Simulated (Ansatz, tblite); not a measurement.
# The cluster Hg4O5: a ladder of methods and basis sets

Aim: run the singlet of the cluster Hg4O5 at one geometry on many levels, and compare frontier levels, spin and run time.

Program: Ansatz 0.2.0, Gaussian basis. Level of theory: as each input shows. These are calculated values, not measurements.

The runs, in order: GFN1-xTB, GFN2-xTB, PBE-D4/def2-TZVP, r2SCAN-D4/def2-TZVP, ωB97X-V/def2-TZVP, B97M-V/def2-TZVP, r2SCANh-D4/def2-TZVP, PBE-D4/def2-SVP, PBE0-D4/def2-SVP, MP2/def2-TZVP, RPA/def2-TZVP.

3 further runs of the same task are left out: 3 set aside as unsound or not needed.

## 1. The geometry

The geometry is that of the singlet, from an earlier relaxation (B3LYP-D4/def2-SVP). At that level it is the lowest of the isomers that a small search found.

9 atoms, charge 0, spin multiplicity 1.

Bond lengths: Hg1–O6 2.052 Å, Hg1–O8 2.051 Å, Hg2–O5 2.061 Å, Hg2–O8 2.030 Å, Hg3–O6 2.030 Å, Hg3–O9 2.060 Å, O5–O7 1.408 Å, O7–O9 1.407 Å. Angles: O6–Hg1–O8 154.1°, O5–Hg2–O8 169.9°, O6–Hg3–O9 169.8°, Hg2–O5–O7 109.0°, Hg1–O6–Hg3 96.2°, O5–O7–O9 110.6°, Hg1–O8–Hg2 96.1°, Hg3–O9–O7 109.0°.

Hg takes a core potential in the def2 sets. No spin-orbit coupling is included.

PBE0-D4/def2-TZVP was run before; its log isn't repeated, and its numbers join the tables.

## 2. GFN1-xTB

Tight binding, by tblite at 300 K electronic temperature and without a spin-polarisation term:

```python
tblite.interface.Calculator('GFN1-xTB', numbers, positions, charge=0, uhf=0).singlepoint()
```

Energy -724.8860 eV, HOMO -12.03 eV, LUMO -10.67 eV; 0.009 s.

## 3. GFN2-xTB

Tight binding, by tblite at 300 K electronic temperature and without a spin-polarisation term:

```python
tblite.interface.Calculator('GFN2-xTB', numbers, positions, charge=0, uhf=0).singlepoint()
```

Energy -632.7576 eV, HOMO -11.89 eV, LUMO -10.43 eV; 0.007 s.

## 4. PBE-D4/def2-TZVP

start.molden holds the orbitals of an earlier run on this state, given as this run's starting guess.

The input, in.yaml:

```yaml
crystal:
  periodic: [false, false, false]
  atoms:
    - {symbol: Hg, position_ang: [1.705117, 0.499637, -0.231211]}
    - {symbol: Hg, position_ang: [-0.720142, 0.743445, 1.578023]}
    - {symbol: Hg, position_ang: [-0.507696, -1.300345, -1.274796]}
    - {symbol: Hg, position_ang: [4.723366, 1.564607, -0.756666]}
    - {symbol: O, position_ang: [-2.519103, -0.248471, 1.414664]}
    - {symbol: O, position_ang: [1.396229, -0.809126, -1.780574]}
    - {symbol: O, position_ang: [-2.851920, -0.373365, 0.052475]}
    - {symbol: O, position_ang: [1.152732, 1.517627, 1.461348]}
    - {symbol: O, position_ang: [-2.378594, -1.594018, -0.463253]}
basis:
  gaussian: {orbitals: def2-TZVP, initial_orbitals: start.molden}
hamiltonian: {xc: pbe, dispersion: d4}
scf: {omitted_lower_state_checks: [starts]}
output: {forces: true, orbitals: {seedname: orbitals}}
```

On the command line:

```bash
> ansatz run in.yaml --threads 4 --pin off --events-out ev --progress --plain --max-ram 4787MiB
```

The runs that follow: r2SCAN-D4/def2-TZVP; ωB97X-V/def2-TZVP; B97M-V/def2-TZVP; r2SCANh-D4/def2-TZVP; PBE-D4/def2-SVP; PBE0-D4/def2-SVP; MP2/def2-TZVP; RPA/def2-TZVP.

Before running them: what should the planned runs give, taken together? Wanted: gap in def2-TZVP, named functionals, smallest and largest; correlation energy, MP2/def2-TZVP; binding an atom, functionals in def2-TZVP; PBE0 total energy, smallest basis above largest.

As calculated:

| quantity | value |
| --- | --- |
| gap in def2-TZVP, named functionals, smallest and largest | 2.24 eV (PBE-D4), 8.12 eV (ωB97X-V) |
| correlation energy, MP2/def2-TZVP | -83.30 eV |
| binding an atom, functionals in def2-TZVP | 1.38 (PBE0-D4) to 1.73 eV (PBE-D4) |
| PBE0 total energy, smallest basis above largest | 13.74 eV (def2-SVP, def2-TZVP) |

In words: Orbital gaps of the named functionals in def2-TZVP span 2.24 eV (PBE-D4) to 8.12 eV (ωB97X-V); exact exchange widens it.
